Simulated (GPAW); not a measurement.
The system is InAg3.

```
CELL_PARAMETERS angstrom
3.08552 0.00000 0.00000
-1.54276 2.67214 0.00000
0.00000 0.00000 9.47326
ATOMIC_POSITIONS crystal
In 0.00000 0.00000 0.00000
Ag 0.33333 0.66667 0.74681
Ag 0.33333 0.66667 0.25320
Ag 0.00000 0.00000 0.50000
```

The cell comes from a database or a generator and needn't be the stable form of this composition.

Base run:

- Program: GPAW 26.7.0
- Functional: PBEsol
- Potentials or basis: PAW data sets generated in the run's folder for this functional
- Cutoff: 600 eV
- Basis: pw
- k mesh: 7 × 7 × 2
- Occupations: fermi-dirac, width 0.05 eV
- Spin: no spin polarisation

Its results: pressure -5.4 GPa; largest force 0.213 eV/Å.

Question: The run is repeated on the same cell with these changes: functional from PBEsol to LDA; potentials or basis from PAW data sets generated in the run's folder for this functional to the program's PAW data sets (release 1.2.1) made for this functional. What comes out?

Answer: Pressure -8.9 GPa; largest force 0.247 eV/Å.
